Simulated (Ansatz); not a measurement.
# Nb4GaSe8: the cost of one run

Computed with Ansatz 0.2.0 through its Python package. Level of theory: DFT LDA, plane waves, PAW.

## (1) Starting point

The structure is cubic, space group F-43m (No. 216). The conventional cell has a = 10.420 Å, b = 10.420 Å, c = 10.420 Å, α = 90.00°, β = 90.00°, γ = 90.00°. Nb (site symmetry 3m) has 6 Se at 2.53 to 2.77 Å in its first shell of neighbours. Ga (site symmetry -43m) has 4 Se at 2.43 Å in its first shell of neighbours. Around Se (site symmetry 3m) lie 3 Nb at 2.53 Å. Se (site symmetry 3m) has 1 Ga at 2.43 Å and 3 Nb at 2.77 Å in its first shell of neighbours.

The script holds or builds the structure itself.

## (2) Script

nb4gase8.py reads:

```python
# -*- coding: utf-8 -*-
'''Band structure of Nb4GaSe8.'''

from pathlib import Path

import ansatz as az
import matplotlib.pyplot as plt
import numpy as np
from pymatgen.core import Lattice, Structure
from pymatgen.io.ase import AseAtomsAdaptor

FUNCTIONAL = 'lda'
K_SPACING = 0.44
SMEARING = 'cold'
SIGMA = 0.1
EXTRA_BANDS = 10

pmg_structure = Structure(
    Lattice([(0.0, 5.21, 5.21), (5.21, 0.0, 5.21), (5.21, 5.21, 0.0)]),
    ['Nb', 'Nb', 'Nb', 'Nb', 'Ga', 'Se', 'Se', 'Se', 'Se', 'Se', 'Se', 'Se', 'Se'],
    [
        (0.3969, 0.3969, 0.3969),
        (0.8093, 0.3969, 0.3969),
        (0.3969, 0.3969, 0.8093),
        (0.3969, 0.8093, 0.3969),
        (0.0, 0.0, 0.0),
        (0.6357, 0.6357, 0.6357),
        (0.0929, 0.6357, 0.6357),
        (0.6357, 0.6357, 0.0929),
        (0.6357, 0.0929, 0.6357),
        (0.1344, 0.1344, 0.1344),
        (0.5968, 0.1344, 0.1344),
        (0.1344, 0.1344, 0.5968),
        (0.1344, 0.5968, 0.1344),
    ],
)
system = az.Crystal.from_ase(AseAtomsAdaptor.get_atoms(pmg_structure))

# high-symmetry points in fractions of the reciprocal vectors
path = [
    ('K', (-0.375, 0.0, 0.375)),
    ('G', (0.0, 0.0, 0.0)),
    ('L', (0.0, 0.0, 0.5)),
    ('W', (-0.5, -0.25, 0.25)),
    ('X', (-0.5, -0.5, 0.0)),
]
model = (
    system.calculation()
    .functional(FUNCTIONAL)
    .scf(self_checks='low')
    .kpoints(spacing=K_SPACING)
    .occupations(SMEARING, width=SIGMA)
    .band_structure([point for _, point in path], intervals=4)
    .scf(extra_bands=EXTRA_BANDS)
    .density()
    .potential()
    .electron_localization_function()
    .output_files(volumetric_format='npy')
)
history = []
result = model.session().plan().execute(on_event=lambda event: history.append(event['data']['dr2_ev']) if event['event'] == 'scf_iter' else None)
rep = result.report
print('density residual by iteration (eV):', ' '.join(f'{value:.1e}' for value in history[:40]))

print('%-22s %14.5f eV' % ('F = E - TS', rep['free_energy_ev']))
print('%-22s %14.5f eV' % ('E', rep['internal_energy_ev']))
print('%-22s %14.5f eV' % ('Harris-Foulkes', rep['harris_foulkes_ev']))
print('%-22s %14.5f eV' % ('Fermi level', rep['fermi_energy_ev']))

folder = Path(result.write_results('fields'))
print('densities in e/A^3, potentials in eV, ELF without unit')
for name in sorted(p.name for p in folder.glob('*.npy')):
    field = np.load(folder / name)
    print(f'{name:16s} {str(field.shape):16s} min {field.min():10.4f}  mean {field.mean():10.4f}  max {field.max():10.4f}')

bands = result.band_structure()
fermi = bands.fermi_energy_ev
print(f'zero of the bands: {fermi:.3f} eV, the Fermi level found on the SCF mesh')
reciprocal = 2 * np.pi * np.linalg.inv(result.lattice.cell_ang).T
steps = np.linalg.norm(np.diff(bands.kpoints_frac @ reciprocal, axis=0), axis=1)
distance = np.concatenate([[0], np.cumsum(steps)])
fig, ax = plt.subplots(figsize=(5, 4))
for channel, colour in zip(bands.channels, ('C0', 'C3')):
    ax.plot(distance, channel.eigenvalues_ev - fermi, colour, lw=1)
ax.set_xticks(distance[::4], [label for label, _ in path])
ax.set(ylim=(-4, 4), ylabel='E - E_F (eV)', xlim=(0, distance[-1]))
ax.grid(axis='x')
fig.savefig('bands.png', dpi=100)
first = bands.channels[0].eigenvalues_ev - fermi
near = np.argsort(np.abs(first.mean(axis=0)))[:4]
for band in sorted(near):
    print(f'band {band + 1}: {first[:, band].min():.3f} to {first[:, band].max():.3f} eV')
```

## (3) Launch

Command:

```
$ python nb4gase8.py
```

**Question.** How long does this script take on 1 thread of Arm Neoverse V2, shared host, and how much memory does it need?

About 42 s, with a peak of 0.84 GiB.
